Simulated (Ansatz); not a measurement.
# BSiH2Cl (SMILES B[Si]Cl): UHF/STO-3G

Aim: the electronic atomisation energy of BSiH2Cl at UHF/STO-3G, from 5 runs. 

The results are computed with Ansatz 0.2.0.

72 further runs of the same task are left out: 4 that didn't finish, 68 set aside as unsound or not needed.

## (1) The system as given

BSiH2Cl has 5 atoms, charge 0, and is taken as a triplet. As SMILES, `B[Si]Cl`. Geometry: relaxed at GFN2-xTB.

Bond lengths: B1–Si2 1.886 Å, Si2–Cl3 2.073 Å, B1–H4 1.174 Å, B1–H5 1.171 Å. Angles: B1–Si2–Cl3 123.8°, Si2–B1–H4 119.9°, Si2–B1–H5 120.3°, H4–B1–H5 119.8°.

## (2) The energy at UHF/STO-3G

Contents of input.yaml:

```yaml
crystal:
  periodic: [false, false, false]
  atoms:
    - symbol: B
      position_ang: [-0.674100, 0.367960, -0.302510]
    - symbol: Si
      position_ang: [0.334580, -1.081930, 0.357550]
    - symbol: Cl
      position_ang: [2.311390, -0.930270, 0.961480]
    - symbol: H
      position_ang: [-0.184480, 1.431210, -0.387430]
    - symbol: H
      position_ang: [-1.787390, 0.213030, -0.629090]
basis:
  gaussian:
    orbitals: STO-3G
hamiltonian:
  xc: hf
accuracy: high
magnetization:
  spin_polarized: true
  initial_magnetization: 2
```

Run with:

```console
$ ansatz run input.yaml --threads 1 --pin off --max-ram 2610MiB --events-out events.jsonl --progress --plain --runs-dir runs
```

Output:

```text
Warning: RAYON_NUM_THREADS=1 ignored (pool sized by the plan → 1); use --threads N
Functional definition: HF
  name "HF"
  exchange = exact_x
  correlation = 0
452 factors; integrals over basis functions are off by at most 1.1e-8 eV
mean field evaluation 1: about -20833.3497 eV, gradient 1.1e1 eV
mean field evaluation 2: about -20833.3889 eV, gradient 1.1e1 eV
mean field evaluation 4: about -20834.9381 eV, gradient 1.6e0 eV
mean field evaluation 8: about -20835.1123 eV, gradient 8.1e-2 eV
mean field evaluation 16: about -20835.1110 eV, gradient 2.4e-8 eV
mean field -20835.11098639 eV, -765.6762062043 hartree, gradient 2.4e-8 eV, S^2 2.002908; 0 other end points of the search recorded, 0 dependent functions left out
reference -20835.11098639 eV, -765.6762062043 hartree; 20, 18 occupied and 5, 7 virtual orbitals, 452 factors
Total energy: -20835.11098639 eV, -765.6762062043 hartree
```

It took 0.24 s on 1 thread of Arm Neoverse V1, shared host.

## (3) The B atom

Contents of in.yaml:

```yaml
crystal:
  periodic: [false, false, false]
  atoms:
    - {symbol: B, position_ang: [0.000000, 0.000000, 0.000000]}
basis:
  gaussian: {orbitals: STO-3G}
hamiltonian: {xc: hf}
magnetization: {spin_polarized: true, initial_magnetization: 1}
accuracy: high
```

Run the same way, it converges to -24.14899 Eh (log not shown).

## (4) The Cl atom at the same level

Contents of input.yaml:

```yaml
basis:
  gaussian:
    orbitals: STO-3G
crystal:
  periodic: [false, false, false]
  atoms:
    - symbol: Cl
      position_ang: [0.000000, 0.000000, 0.000000]
magnetization:
  spin_polarized: true
  initial_magnetization: 1
hamiltonian:
  xc: hf
accuracy: high
```

Run the same way, it converges to -454.54219 Eh (log not shown).

## (5) The H atom

Contents of job.yaml:

```yaml
crystal:
  periodic: [false, false, false]
  atoms:
    - symbol: H
      position_ang: [0.000000, 0.000000, 0.000000]
basis:
  gaussian:
    orbitals: STO-3G
magnetization:
  spin_polarized: true
  initial_magnetization: 1
accuracy: high
hamiltonian:
  xc: hf
```

Run the same way, it converges to -0.46658 Eh (log not shown).

## (6) The Si atom, same level

Contents of job.yaml:

```yaml
crystal:
  periodic: [false, false, false]
  atoms:
    - {symbol: Si, position_ang: [0.000000, 0.000000, 0.000000]}
basis:
  gaussian:
    orbitals: STO-3G
magnetization:
  spin_polarized: true
  initial_magnetization: 2
hamiltonian:
  xc: hf
accuracy: high
total_charge: 0
```

Run with:

```console
$ ansatz run job.yaml --threads 1 --pin off --max-ram 2610MiB --events-out events.jsonl --progress --plain --runs-dir runs
```

Output:

```text
Warning: RAYON_NUM_THREADS=1 ignored (pool sized by the plan → 1); use --threads N
[... 4 set-up lines as earlier in the session ...]
42 factors; integrals over basis functions are off by at most 2.5e-9 eV
mean field evaluation 1: about -7767.9286 eV, gradient 9.3e-1 eV
mean field evaluation 2: about -7767.9294 eV, gradient 9.3e-1 eV
mean field evaluation 4: about -7767.9315 eV, gradient 4.9e-6 eV
mean field evaluation 8: about -7767.9314 eV, gradient 2.1e-1 eV
mean field -7767.93148641 eV, -285.4662168327 hartree, gradient 2.1e-9 eV, S^2 2.000003; 0 other end points of the search recorded, 0 dependent functions left out
reference -7767.93148641 eV, -285.4662168327 hartree; 8, 6 occupied and 1, 3 virtual orbitals, 42 factors
Total energy: -7767.93148641 eV, -285.4662168327 hartree
```

It took 0.04 s on 1 thread of Arm Neoverse V1, shared host.

## (7) What came out

Level: UHF/STO-3G.

| quantity | value |
| --- | --- |
| molecule: total energy | -765.67621 Eh |
| molecule: ⟨S²⟩ | 2.003 |
| B atom: total energy | -24.14899 Eh |
| B atom: ⟨S²⟩ | 0.750 |
| Cl atom: total energy | -454.54219 Eh |
| Cl atom: ⟨S²⟩ | 0.750 |
| H atom: total energy | -0.46658 Eh |
| H atom: ⟨S²⟩ | 0.750 |
| Si atom: total energy | -285.46622 Eh |
| Si atom: ⟨S²⟩ | 2.000 |
| electronic atomisation energy | 15.936 eV |

**Reading.** Taking the molecule apart into free atoms costs 15.94 eV (1538 kJ/mol), before zero-point energy and without spin-orbit coupling. Hartree–Fock lacks the correlation of the bonding pairs, which as a rule makes this value much too low; in minimal bases other errors can mask that. In a minimal basis such a difference can be off by several eV, whatever the method.
